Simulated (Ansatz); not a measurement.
HfIn4SiO6, 12 atoms in the cell. It takes space group C2 (No. 5, monoclinic). The conventional cell has a = 5.432 Å, b = 9.407 Å, c = 7.636 Å, α = 90.00°, β = 104.07°, γ = 90.00°. Hf (site symmetry 2) is surrounded by 6 O at 2.13 to 2.14 Å. Around In (site symmetry 2) lie 2 O at 2.73 Å and 4 In at 3.12 Å. Around In (site symmetry 2) lie 6 O at 2.23 Å. In (site symmetry 2) is surrounded by 2 O at 2.73 Å and 3 In at 3.07 to 3.12 Å. In (site symmetry 2) is surrounded by 2 O at 2.73 Å and 3 In at 3.07 to 3.12 Å. Si (site symmetry 2) is surrounded by 6 O at 1.85 Å. O (site symmetry 1) is surrounded by 1 Si at 1.85 Å. Around O (site symmetry 1) lie 1 Si at 1.85 Å. The cell was built by a generator and needn't be a form met in nature.

| Quantity | Value |
| --- | --- |
| Program | Ansatz 0.2.0 |
| Task | projected density of states |
| Functional | PBE |
| Potentials or basis | Ansatz PAW |
| Cutoff | 420 eV (not typed: the program's choice for these potentials) |
| k mesh | 6 × 6 × 4 |
| Occupations | fermi-dirac, width 0.05 eV |
| Spin | no spin polarisation |

Potentials or basis: Ansatz PAW.

Launch:

```bash
$ ansatz run input.yaml --threads 8 --pin off --max-ram 20480MiB --backend cpu --events-out ev --progress --plain --runs-dir out
```

Hardware: 8 threads of Intel(R) Xeon(R) Platinum 8488C (Sapphire Rapids), on a shared host.

Question: How long does it take, and how much memory?

Answer: Run time: 37 s on 8 threads of Intel(R) Xeon(R) Platinum 8488C (Sapphire Rapids), on a shared host, peak memory 2 GiB. Counts: scf iterations 8, plane waves 3681, k points 47, bands 89.
